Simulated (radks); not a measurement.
# Dy²⁺ in [Kr] 4d10 4f10 5s1.75 5p6 6p0.25: an all-electron calculation

Aim: the levels, the sizes of the orbitals and the parts of the energy of the dysprosium ion Dy2+.

Program: radks (a radial shooting solver on a logarithmic mesh, Libxc functionals) version 1. Level of theory: Dirac Kohn-Sham, exchange-only LDA, spin-unpolarised, spherical densities, finite nucleus; open shells fill j = l - 1/2 first. These are calculated values, not measurements, unless marked.

## Step 1: Starting point

```
element            : dysprosium (Z = 66)
charge             : +2
electrons          : 64
configuration      : [Kr] 4d10 4f10 5s1.75 5p6 6p0.25
nuclear rms radius : 5.2218 fm
```

## Step 2: The calculation

Settings of this run:

```text
Z 66
configuration [Kr] 4d10 4f10 5s1.75 5p6 6p0.25
relativity Dirac
functional lda,
spin unpolarised
j_filling energy
nucleus finite rms 5.2218 fm
c 137.035999084
```

Run with:

```
$ python run_ks.py task.json out
```

All runs below come from this command, one after another.

**Question.** What will this run give?

As calculated:

```
                        quantity                   value
                    total energy     -12151.5719 hartree
exchange-correlation share of it                  2.05 %
                            −T/E                  1.0969
          highest occupied level       6p1/2, -10.657 eV
    most extended occupied level  6p1/2, <r> = 4.09 bohr
 radius at density 0.001 e/bohr³               3.62 bohr
    maxima of the radial density                       4
```

**Reading.** The radial density shows 4 maxima for 6 occupied principal shells; where shells overlap, one shows as a shoulder or not at all. −T/E is 1.097: with relativity the kinetic term as defined here no longer equals −E. This is not the tabulated ground configuration, so its levels and sizes aren't those of the ground state, and no measured value stands beside it.
